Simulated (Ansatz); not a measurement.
**C₃H₅FSi: up Jacob's ladder to CCSD(T)**

How much do the methods differ for C₃H₅FSi? The plan is to run it at one geometry with functionals of several rungs and with coupled cluster. The yardstick is the atomisation energy at the CCSD(T) limit.

The runs use Ansatz 0.2.0, Gaussian basis; functionals in def2-TZVPP, the program's frozen cores in correlated methods.

Levels to be run: PBE-D4, r2SCAN-D4, PBE0-D4, B3LYP-D4, ωB97X-V, ωB97M-V, B2PLYP; CCSD(T)/def2-TZVPP; MP2/def2-QZVPP; extrapolation to the limit.

## (1) Structure used throughout

All runs share one geometry, relaxed beforehand with PBE0-D4 in a triple-zeta def2 set.

SMILES `C#CC[SiH2]F`, 10 atoms, charge 0, spin multiplicity 1.

Atoms are counted from 1 here; the program's logs count them from 0.

Bond lengths: C1–C2 1.201 Å, C1–H6 1.064 Å, C2–C3 1.446 Å, C3–Si4 1.878 Å, C3–H7 1.095 Å, C3–H8 1.095 Å, Si4–F5 1.602 Å, Si4–H9 1.480 Å, Si4–H10 1.480 Å. Angles: C2–C1–H6 178.5°, C1–C2–C3 175.9°, C2–C3–Si4 107.6°, C2–C3–H7 111.2°, C2–C3–H8 111.2°, Si4–C3–H7 109.7°, Si4–C3–H8 109.7°, H7–C3–H8 107.6°, C3–Si4–F5 108.7°, C3–Si4–H9 110.2°, C3–Si4–H10 110.2°, F5–Si4–H9 108.1°, F5–Si4–H10 108.1°, H9–Si4–H10 111.4°.

## (2) PBE-D4 (GGA)

Contents of in.yaml:

```yaml
crystal:
  periodic: [false, false, false]
  atoms:
    - {symbol: C, position_ang: [-1.155427, 1.137553, 1.677943]}
    - {symbol: C, position_ang: [-0.376139, 0.371532, 1.178624]}
    - {symbol: C, position_ang: [0.528806, -0.517840, 0.485422]}
    - {symbol: Si, position_ang: [0.272710, -0.263457, -1.357508]}
    - {symbol: F, position_ang: [1.265327, -1.238116, -2.152767]}
    - {symbol: H, position_ang: [-1.837117, 1.807639, 2.145564]}
    - {symbol: H, position_ang: [0.331423, -1.562793, 0.744475]}
    - {symbol: H, position_ang: [1.570039, -0.303830, 0.746240]}
    - {symbol: H, position_ang: [-1.115661, -0.613116, -1.733856]}
    - {symbol: H, position_ang: [0.599138, 1.131227, -1.731337]}
basis:
  gaussian: {orbitals: def2-TZVPP}
hamiltonian: {xc: pbe, dispersion: d4}
output: {forces: true, orbitals: {seedname: orbitals}}
```

Run with:

```console
ansatz run in.yaml --threads 4 --pin off --events-out ev --progress --plain --max-ram 10444MiB
```

After this run come: r2SCAN-D4 (meta-GGA); PBE0-D4 (hybrid); B3LYP-D4 (hybrid); ωB97X-V (range-separated); ωB97M-V (range-separated); B2PLYP (double hybrid); CCSD(T) in def2-TZVPP; MP2 in def2-QZVPP.

Before running them: what should the planned runs give, taken together? Wanted: atomisation energy, CCSD(T)/CBS; farthest; mean size of error, hybrid; mean size of error, range-separated; gap, smallest and largest; T1 diagnostic; triples share of the correlation energy.

**Answer**, as computed:

| quantity | value |
| --- | --- |
| atomisation energy, CCSD(T)/CBS | 42.180 eV |
| functionals within 0.211 eV (0.5 %) | r2SCAN-D4, PBE0-D4, B3LYP-D4, ωB97X-V, ωB97M-V |
| farthest | PBE-D4 (+0.754 eV) |
| mean size of error, hybrid | 0.045 eV |
| mean size of error, range-separated | 0.040 eV |
| gap, smallest and largest | 5.81 eV (PBE-D4), 12.37 eV (ωB97X-V) |
| T1 diagnostic | 0.0117 |
| triples share of the correlation energy | 3.9 % |

PBE-D4 misses by +0.754 eV. Double hybrids carry the basis error of their MP2 part in triple zeta, and no dispersion term here, so their miss is partly the set-up's. Misses under about 0.211 eV are within the doubt on the reference itself, which lacks core-valence correlation, relativity and higher excitations. Hartree-Fock recovers 75 % of the binding; the rest is correlation. The gap grows from 5.8 to 12.4 eV across the functionals, mostly with the share of exact exchange.
